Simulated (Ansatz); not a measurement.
**C₂H₇GeNO: basis-set convergence**

How large a basis does C₂H₇GeNO need? Two functionals are run in growing sets.

Computed with Ansatz 0.2.0, Gaussian basis. Level: one geometry, several basis sets.

The runs, in order: PBE0-D4/def2-SVP; ωB97M-V/def2-SVP; PBE0-D4/def2-QZVPP; ωB97M-V/def2-QZVPP; the functionals' def2-TZVPP values are taken from earlier runs.

**1. The relaxed structure**

An earlier PBE0-D4 in a triple-zeta def2 set relaxation fixed the geometry.

SMILES `C[N](C)[Ge][OH]`, 12 atoms, charge 0, spin multiplicity 1.

Atoms are counted from 1 here; the program's logs count them from 0.

Bond lengths: C1–N2 1.437 Å, C1–H6 1.099 Å, C1–H7 1.092 Å, C1–H8 1.098 Å, N2–C3 1.443 Å, N2–Ge4 1.842 Å, C3–H9 1.094 Å, C3–H10 1.098 Å, C3–H11 1.098 Å, Ge4–O5 1.793 Å, O5–H12 0.961 Å. Angles: N2–C1–H6 111.6°, N2–C1–H7 111.8°, N2–C1–H8 111.2°, H6–C1–H7 107.5°, H6–C1–H8 107.4°, H7–C1–H8 107.1°, C1–N2–C3 112.7°, C1–N2–Ge4 129.8°, C3–N2–Ge4 117.5°, N2–C3–H9 110.3°, N2–C3–H10 111.6°, N2–C3–H11 111.6°, H9–C3–H10 107.9°, H9–C3–H11 107.8°, H10–C3–H11 107.5°, N2–Ge4–O5 101.9°, Ge4–O5–H12 117.7°.

**2. PBE0-D4 in def2-SVP**

in.yaml reads:

```yaml
crystal:
  periodic: [false, false, false]
  atoms:
    - {symbol: C, position_ang: [-0.540752, 0.492461, 0.835465]}
    - {symbol: N, position_ang: [0.159405, -0.194068, -0.214467]}
    - {symbol: C, position_ang: [0.640219, -1.492081, 0.192145]}
    - {symbol: Ge, position_ang: [0.515003, 0.342312, -1.940222]}
    - {symbol: O, position_ang: [-0.206489, 1.983134, -1.973517]}
    - {symbol: H, position_ang: [0.113933, 0.692566, 1.694691]}
    - {symbol: H, position_ang: [-0.940733, 1.450386, 0.497146]}
    - {symbol: H, position_ang: [-1.390020, -0.100764, 1.200722]}
    - {symbol: H, position_ang: [1.162009, -1.980069, -0.636303]}
    - {symbol: H, position_ang: [-0.183495, -2.148003, 0.504743]}
    - {symbol: H, position_ang: [1.341874, -1.418410, 1.034051]}
    - {symbol: H, position_ang: [-0.593852, 2.317436, -1.160454]}
basis:
  gaussian: {orbitals: def2-SVP}
hamiltonian: {xc: pbe0, dispersion: d4}
output: {orbitals: {seedname: orbitals}}
```

The run is started by

```bash
$ ansatz run in.yaml --threads 4 --pin off --events-out ev --progress --plain --max-ram 10444MiB
```

The runs that follow: ωB97M-V in def2-SVP; PBE0-D4 in def2-QZVPP; ωB97M-V in def2-QZVPP.

Before running them: what should the planned runs give, taken together? Wanted: PBE0-D4: double and triple zeta above quadruple; ωB97M-V: double and triple zeta above quadruple.

As calculated:

| quantity | value |
| --- | --- |
| PBE0-D4: double and triple zeta above quadruple | 15.39, 1.57 eV |
| ωB97M-V: double and triple zeta above quadruple | 15.59, 1.52 eV |

What this shows: For PBE0-D4 the step from double to triple zeta gains 13.82 eV and the next only 1.57 eV. Total energies overstate the basis error of differences, where much of it tends to cancel.
